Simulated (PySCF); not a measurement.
# LiSn+: from the state search to spectroscopic constants

One table from this session's results is given with a row withheld; the runs are named, their logs left out.

The runs use PySCF 2.14.0; Li cc-pVDZ, Sn cc-pVDZ-PP with ECP28, scalar-relativistic core potentials.

The first run:

Settings of the job:

| Item | Value |
| --- | --- |
| atoms | Li, Sn |
| charge | 1 |
| basis | Li cc-pVDZ, Sn cc-pVDZ-PP with ECP28 |
| Hamiltonian | scalar-relativistic core potentials |
| basis functions | 37 |
| electrons treated | 24 |
| masses in u | 7.0160, 119.9022 |
| levels | PBE0, PBE, r²SCAN, r²SCAN0, LDA, TPSS, CAM-B3LYP, HF, MP2, SCS-MP2, CCSD, CCSD(T) |
| grid | 80 radial by 434 angular points |
| occupations | held fixed by the projection of orbital angular momentum |
| dissociation limit | Li+ + Sn, each in its ground configuration |
| starting distance in angstrom | 2.735 |
| values of 2S to try | 0, 2 |

Run with:

```console
$ OMP_NUM_THREADS=1 python dia.py task.json out
```

Steps of the session up to this table: Input; First curve: PBE0; Excited determinants; PBE (GGA); r²SCAN; r²SCAN0 (hybrid meta-GGA); LDA (local density); TPSS (meta-GGA); CAM-B3LYP (range-separated hybrid); UHF (mean field); Correlated methods on the Hartree–Fock reference.

One of the session's tables, all rows but one given; the rest of the session is left out.

It belongs to the step «Constants by level of theory». 

| level | Re (Å) | ωe (cm⁻¹) | De (eV) |
| --- | --- | --- | --- |
| UHF | 3.051 | 225.1 | 0.81 |
| UHF-MP2 | 3.018 | 235.0 | 0.84 |
| UHF-SCS-MP2 | 3.022 | 234.1 | 0.84 |
| UHF-CCSD | 3.022 | 235.0 | 0.84 |
| UHF-CCSD(T) | 3.019 | 236.1 | 0.85 |
| LDA | 3.003 | 223.5 | 0.94 |
| PBE | 3.035 | 219.3 | 0.94 |
| TPSS | 3.028 | 221.9 | 0.93 |
| r²SCAN | 3.039 | 221.6 | 0.83 |
| PBE0 | 3.009 | 227.5 | 0.91 |
| r²SCAN0 | ? | ? | ? |
| CAM-B3LYP | 2.987 | 231.3 | 0.91 |

Estimate the missing values for r²SCAN0.

The run gave: Re (Å): 3.016; ωe (cm⁻¹): 227.7; De (eV): 0.83. In the column «Re (Å)» it lies between PBE0 (3.009) and UHF-MP2 (3.018).

De is counted to Li+ + Sn in their ground configurations.

To keep in mind: At some levels the lowest empty orbital lies below the highest filled one (the two can be of opposite spin).
